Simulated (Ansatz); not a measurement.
Task: densities of the highest filled and lowest empty bands of H3BrO, space group Cm, with the Python package of Ansatz (0.2.0). Give the script and its output. Level of theory: PBEsol, PAW, the default cutoff (420 eV here), 4×4×4 k-points, fixed occupations.

`h3bro.cif`
```cif
data_H3BrO
_cell_length_a 4.276298
_cell_length_b 4.276298
_cell_length_c 4.429755
_cell_angle_alpha 108.39231
_cell_angle_beta 108.39231
_cell_angle_gamma 70.76811
_symmetry_space_group_name_H-M 'P 1'
_symmetry_Int_Tables_number 1
loop_
_symmetry_equiv_pos_as_xyz
'x, y, z'
loop_
_atom_site_label
_atom_site_type_symbol
_atom_site_fract_x
_atom_site_fract_y
_atom_site_fract_z
H1 H    0.314472    0.314472    0.352441
H2 H    0.642675    0.307942    0.680036
H3 H    0.307942    0.642675    0.680036
Br4 Br    0.016087    0.016087    0.988660
O5 O    0.460242    0.460242    0.536286
```

Script `h3bro.py`:
```python
"""Where the band-edge states of H3BrO lie."""

from dataclasses import dataclass
import itertools

import ansatz as az
from ase.io import read
import numpy as np


@dataclass
class Options:
    tolerance: float = 1e-07
    functional: str = "PBEsol"
    filling: str = "fixed"


opts = Options()

atoms = read("h3bro.cif")
structure = az.Crystal.from_ase(atoms)

base = (
    structure.calculation()
    .scf(tolerance=opts.tolerance)
    .kpoints(4)  # the mesh must be finer for metals
    .functional(opts.functional)
    .occupations(opts.filling)
    .band_densities([("v2", "v1"), ("c1", "c2")])
)
planned = base.session().plan(threads=1)
facts = planned.describe()
print("plan:", facts["n_bands"], "bands,", len(facts["kpoints_frac"]), "k-points, plane waves", facts["n_pw_range"], "grid", facts["fft_dense"])
done = planned.execute()
r = done.report
# share of each window within a sphere about each atom, summed on the grid
cell = np.asarray(done.lattice.cell_ang)
for names, window in zip([("v2", "v1"), ("c1", "c2")], done.band_densities().windows):
    density = window.outcome.density
    rho = density.channels[0].density_e_per_ang3
    axes = density.fft_grid_basis @ cell
    points = np.stack(np.meshgrid(*(np.arange(n) / n for n in rho.shape), indexing="ij"), axis=-1)
    print("bands", names, "electrons", np.round(window.outcome.n_electrons, 3), "peak", round(float(rho.max()), 3), "e/A^3")
    for index, site in enumerate(done.lattice.sites):
        offset = points - np.asarray(site.position_ang) @ np.linalg.inv(axes)
        offset -= np.round(offset)
        distance = np.min([np.linalg.norm((offset + image) @ axes, axis=-1) for image in itertools.product((-1, 0, 1), repeat=3)], axis=0)
        print(f"   {index} {site.symbol:2s} {100 * rho[distance < 1.0].sum() / rho.sum():5.1f} % within 1.0 A")
```

`python h3bro.py` gives:
```text
DeckWarning: basis.ecutwfc = 420 eV, auto-derived from the records' recommended cutoffs: set by H (normal level)
plan: 13 bands, 24 k-points, plane waves [1358, 1392] grid [30, 30, 30]
bands ('v2', 'v1') electrons [4.] peak 0.673 e/A^3
   0 H    3.8 % within 1.0 A
   1 H    4.0 % within 1.0 A
   2 H    4.0 % within 1.0 A
   3 Br  42.3 % within 1.0 A
   4 O    5.8 % within 1.0 A
bands ('c1', 'c2') electrons [4.] peak 1.237 e/A^3
   0 H    9.6 % within 1.0 A
   1 H   10.1 % within 1.0 A
   2 H   10.1 % within 1.0 A
   3 Br   8.9 % within 1.0 A
   4 O   10.0 % within 1.0 A
```
(Warnings from the package without file and line.)

Reading the output:
- The structure comes from a database of computed cells and needn't be a stable or known phase.
- The windows are summed over all k-points with every state counted as full, the empty ones too; where a window cuts a degenerate level its bands share the weight. Values near the nuclei depend on the potentials. Spheres that overlap count density twice, so shares are no populations.
- Run time: 2.1 s on 1 thread of Intel(R) Xeon(R) 6975P-C (Granite Rapids), with other jobs on the host, peak memory 0.45 GiB.
